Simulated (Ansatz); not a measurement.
# HgP: the cost of one run

Computed with Ansatz 0.2.0 (DFT PBE, scalar-relativistic, plane waves, PAW, unless a step's input says otherwise).

**1. The system as given**

Symmetry: P4/mmm, No. 123, tetragonal system. The conventional cell has a = 4.765 Å, b = 4.765 Å, c = 14.000 Å, α = 90.00°, β = 90.00°, γ = 90.00°. Around Hg (site symmetry 4/mmm) lie 4 P at 3.37 Å. P (site symmetry 4/mmm) is surrounded by 4 Hg at 3.37 Å.

As a file:

```
CELL_PARAMETERS angstrom
4.76536 0.00000 0.00000
0.00000 4.76536 0.00000
0.00000 0.00000 14.00000
ATOMIC_POSITIONS crystal
Hg 0.00000 0.00000 0.50000
P 0.50000 0.50000 0.50000
```

A structure generator made this guess: random sheet by layer group and Wyckoff sites. The dimensions are guesses.

It is a sheet, periodic along a and b, with vacuum along c; volumes and pressures of the box carry no meaning, and space groups named for it are those of the box.

**2. A first look at the guess**

Contents of input.yaml:

```yaml
crystal:
  lattice:
    - [4.76536, 0.0, 0.0]
    - [0.0, 4.76536, 0.0]
    - [0.0, 0.0, 14.0]
  atoms:
    - { symbol: Hg, position: [0.0, 0.0, 0.5] }
    - { symbol: P, position: [0.5, 0.5, 0.5] }
  periodic: [true, true, false]
basis:
  ecutwfc: 420
kpoints:
  mp_grid: { grid: [4, 4, 1] }
hamiltonian:
  xc: pbe
scf:
  occupations: { method: gaussian, width: 0.1 }
  lower_state_search: "off"
output:
  forces: true
  stress: true
  eigenvalues: true
```

The run is started by

```console
> ansatz run input.yaml --threads 1 --pin off --max-ram 2048MiB --backend cpu --events-out ev --progress --plain --runs-dir out
```

**Question.** How long does this run take on 1 thread of Arm Neoverse V1, shared host, and how much memory does it need?

About 4.2 s, with a peak of 0.51 GiB.
